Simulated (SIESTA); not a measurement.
## Pt3Rh under changes of volume

One of the cells (15.241 Å³/atom); the others are scaled copies at fixed shape and fractional positions:

```
Pt Rh
1.0
     3.93576    0.00000    0.00000
     0.00000    3.93576    0.00000
     0.00000    0.00000    3.93576
Pt Rh
3 1
Direct
  0.00000 0.00000 0.50000
  0.00000 0.50000 0.00000
  0.50000 0.00000 0.00000
  0.50000 0.50000 0.50000
```

The cell comes from a database or a generator and needn't be the stable form of this composition.

- Program: SIESTA 5.4.2
- Functional: PBEsol
- Potentials or basis: PseudoDojo 0.4 standard (PBEsol files)
- Basis: DZP (energy shift 0.003 Ry; two zetas on semicore shells)
- Grid cutoff: 800 Ry
- Energy shift: 0.003 Ry
- k mesh: 7 × 7 × 7
- Occupations: fermi-dirac, width 0.05 eV
- Spin: no spin polarisation

```tsv
volume (Å³/atom)	energy over the lowest point (meV/atom)	pressure (GPa)
14.046	38.28	18.0
14.345	12.37	10.4
14.644	0.00	3.3
15.241	10.60	-8.0
15.540	30.33	-12.7
15.839	?	?
```

Task: What does the run at 15.839 Å³/atom give?

Result: Energy over the lowest point 58.24 meV/atom; pressure -16.8 GPa.

Worked out: A Birch-Murnaghan fit of order 3 (a polynomial in V^(-2/3)) to the other rows has its minimum at 14.79 Å³/atom with B0 = V·E''(V) = 300 GPa and B' = 5.6. It gives 58.27 meV/atom at 15.839 Å³/atom, against the run's 58.24, and -dE/dV = -16.9 GPa, against -16.8.

Energies are extrapolated to zero smearing.

Caveats: short orbitals over semicore shells can move pressures by several GPa; the basis of atomic orbitals isn't converged, which shifts pressures, moduli and gaps.
